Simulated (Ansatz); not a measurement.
# CH₈Ge (built from SMILES C.[GeH4]): search for a transition state

Wanted: the transition state of a four-centre ligand exchange (form Ge1–C7, H2–H6 and break Ge1–H2, H6–C7). The guess is relaxed with those distances held, a saddle search follows, and vibrations and two downhill relaxations check it.

The runs use Ansatz 0.2.0, Gaussian basis; PBE0-D4, def2-SVP first, then def2-TZVP.

152 further runs of the same task are left out: 152 set aside as unsound or not needed.

## (1) Where the work starts

The guess: 10 atoms, charge 0, spin multiplicity 1.

Atoms are counted from 1 here; the program's logs count them from 0.

Bond lengths: Ge1–H3 1.487 Å, Ge1–H4 1.487 Å, Ge1–H5 1.560 Å, Ge1–H6 1.758 Å, Ge1–C7 2.300 Å, H6–C7 1.313 Å, C7–H8 1.090 Å, C7–H9 1.089 Å, C7–H10 1.090 Å. Angles: H3–Ge1–H4 123.2°, H3–Ge1–H5 106.2°, H3–Ge1–H6 97.7°, H3–Ge1–C7 111.7°, H4–Ge1–H5 106.2°, H4–Ge1–H6 97.6°, H4–Ge1–C7 111.6°, H5–Ge1–H6 127.8°, H5–Ge1–C7 93.2°, H6–Ge1–C7 34.6°, Ge1–H6–C7 95.9°, Ge1–C7–H6 49.5°, Ge1–C7–H8 119.2°, Ge1–C7–H9 91.2°, Ge1–C7–H10 120.4°, H6–C7–H8 96.2°, H6–C7–H9 140.7°, H6–C7–H10 95.3° and more.

As a file:

```
Ge   -0.8441    0.4016   -0.6465
H     1.0478    1.4160   -0.7816
H    -0.5022    0.1422   -2.0702
H    -1.2242    1.7439   -0.1317
H    -2.0324   -0.5492   -0.3040
H     0.7906    0.3592   -0.0009
C     0.5995   -0.6767    0.7832
H     1.4008   -1.2876    0.3683
H    -0.1846   -1.3660    1.0931
H     0.9489   -0.1834    1.6902
```

Distances that are to change: Ge1–C7 2.30 Å, H2–H6 1.34 Å, Ge1–H2 2.15 Å, H6–C7 1.31 Å.

## (2) Relaxing the guess with the reacting distances held

File hold/in.yaml:

```yaml
crystal:
  periodic: [false, false, false]
  atoms:
    - {symbol: Ge, position_ang: [-0.844100, 0.401600, -0.646500]}
    - {symbol: H, position_ang: [1.047800, 1.416000, -0.781600]}
    - {symbol: H, position_ang: [-0.502200, 0.142200, -2.070200]}
    - {symbol: H, position_ang: [-1.224200, 1.743900, -0.131700]}
    - {symbol: H, position_ang: [-2.032400, -0.549200, -0.304000]}
    - {symbol: H, position_ang: [0.790600, 0.359200, -0.000900]}
    - {symbol: C, position_ang: [0.599500, -0.676700, 0.783200]}
    - {symbol: H, position_ang: [1.400800, -1.287600, 0.368300]}
    - {symbol: H, position_ang: [-0.184600, -1.366000, 1.093100]}
    - {symbol: H, position_ang: [0.948900, -0.183400, 1.690200]}
basis:
  gaussian: {orbitals: def2-SVP}
hamiltonian: {xc: pbe0, dispersion: d4}
relax: {f_tol: 0.04, max_steps: 150, escape_saddle: false, constraints: [{distance: [0, 6]}, {distance: [1, 5]}, {distance: [0, 1]}, {distance: [5, 6]}]}
```

On the command line:

```
> ansatz run in.yaml --threads 2 --pin off --events-out ev --progress --plain --max-ram 4352MiB
```

Further steps of the session: A starting Hessian; Saddle search in the small basis; Saddle search in triple zeta; Checking the order of the point; Relaxing after a step of 0.30 Å one way along the mode; Relaxing after a step of 0.30 Å the other way along the mode.

What does the calculation give? Wanted: imaginary mode; barrier from the start side; barrier from the end side; energy of the step; pairs that change; zero-point energy at the saddle.

**Answer**, as computed:

| quantity | value |
| --- | --- |
| imaginary mode | 1871i cm⁻¹ |
| barrier from the start side | 359.0 kJ/mol |
| barrier from the end side | 317.0 kJ/mol |
| energy of the step | +42.0 kJ/mol |
| pairs that change | Ge1–C7 formed, H2–H6 formed, Ge1–H2 broken, H6–C7 broken |
| zero-point energy at the saddle | 1.951 eV |

**Reading.** One imaginary mode, 1871i cm⁻¹, makes this a first-order saddle. The two relaxations end on the structures that were planned. At PBE0-D4/def2-TZVP the electronic barrier is 359.0 kJ/mol, about 145 kT at 298 K, and the step runs 42.0 kJ/mol uphill. The barrier is thin enough for tunnelling; the leading (Wigner) term alone is a factor of 4.4 at 298 K. Lower complexes than these ends may exist.
